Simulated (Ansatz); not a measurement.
# AgBr: the cost of one run

Program: Ansatz 0.2.0. Level of theory: the levels named in each step. These are calculated values, not measurements.

### Step 1. The structure to begin with

Bond lengths: Br1–Ag2 2.342 Å.

As a file:

```xyz
2

Br    0.0000    0.0000    0.0000
Ag    0.0000    0.0000    2.3422
```

### Step 2. A rough first relaxation, PBE-D4/def2-SVP

This run stands in another session on the same molecule. It ended at:

```xyz
2

Br    0.0000    0.0000   -0.0376
Ag    0.0000    0.0000    2.3798
```

### Step 3. Relaxation, PBE0-D4/def2-TZVPP

This run stands in another session on the same molecule. It ended at:

```xyz
2

Br    0.0000    0.0000   -0.0324
Ag    0.0000    0.0000    2.3746
```

### Step 4. Frequencies, PBE0-D4/def2-TZVPP

File input.yaml:

```yaml
crystal:
  periodic: [false, false, false]
  atoms:
    - { symbol: Br, position_ang: [0.0, 0.0, -0.03239964] }
    - { symbol: Ag, position_ang: [0.0, 0.0, 2.37459964] }
basis:
  gaussian: { orbitals: def2-TZVPP }
hamiltonian:
  xc: pbe0
  dispersion: d4
phonons: {}
```

The run is started by

```console
$ ansatz run input.yaml --threads 2 --pin off --max-ram 5120MiB --backend cpu --events-out ev --progress --plain --runs-dir out
```

Q: Estimate wall time and peak memory on 2 threads of Arm Neoverse N1, shared host.

About 27 s, with a peak of 0.18 GiB.
